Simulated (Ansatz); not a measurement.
This script makes vertical spin-state energies of CH₂AlFO, SMILES F[CH]1[O][AlH]1 with Ansatz 0.2.0 through its Python package.

The script, `spin_ch2alfo.py`:
```python
from dataclasses import dataclass

import ansatz as az
from ase import Atoms


@dataclass
class Options:
    basis_set: str = "def2-TZVPP"
    functional: str = "r2SCAN"
    vdw: str = "d3bj"


cfg = Options()

atoms = Atoms(["F", "C", "O", "Al", "H", "H"], positions=[
    (0.8009, -0.9118, 1.4693),
    (0.6361, -0.2601, 0.2221),
    (-0.0393, -1.1049, -0.7072),
    (-1.0559, 0.3209, -0.263),
    (1.5649, 0.1763, -0.224),
    (-1.8647, 1.7156, -0.5433),
])
ch2alfo = az.Crystal.molecule_from_ase(atoms)

setup = (
    ch2alfo.calculation()
    .basis(gaussian=cfg.basis_set)
    .functional(cfg.functional, dispersion=cfg.vdw)
)
found = {}
for unpaired in [0, 2]:
    rep = setup.spin("collinear", total=unpaired).run(threads=1, backend="cpu").report
    s = unpaired / 2
    found[unpaired] = rep["free_energy_ev"]
    print(f"2S+1 = {unpaired + 1}: E = {found[unpaired]:.5f} eV, <S^2> = {abs(rep['mean_field']['state']['spin_squared']):.3f} (pure state {s * (s + 1):.2f})")
lowest = min(found, key=found.get)
for unpaired, e in found.items():
    print(f"multiplicity {unpaired + 1}: {96.485332 * (e - found[lowest]):.1f} kJ/mol above the lowest")
```

Which spin state is lowest at this geometry, and how far above lie the others?

In order: multiplicity 1 (+0.00 eV) and multiplicity 3 (+1.81 eV), all at the one geometry.

What the script printed:

```console
$ python spin_ch2alfo.py
DeckWarning: the engine holds no damping parameters fitted to this dispersion correction and functional, so the run takes those fitted to r2scan beside the three-body term, which d3bj leaves out (hamiltonian.dispersion, under Limitations)
2S+1 = 1: E = -12427.95484 eV, <S^2> = 0.000 (pure state 0.00)
2S+1 = 3: E = -12426.14071 eV, <S^2> = 2.007 (pure state 2.00)
multiplicity 1: 0.0 kJ/mol above the lowest
multiplicity 3: 175.0 kJ/mol above the lowest
```
(Warnings from the package without file and line.)

Notes:
- These settings explore the input space; basis and method may be short of convergence.
- The geometry is a force-field or estimated start, not a minimum of this method, and the basis set is short of its limit. All parts are taken at fixed geometry, without zero-point energy.
- A dispersion term here runs with damping parameters fitted for another variant or functional.
- It ran for 10 s on 1 thread of AMD EPYC 9R45 (Zen 5), on a shared host, peak memory 0.32 GiB.

(Lines on the test bed's own set-up are left out of the output.)
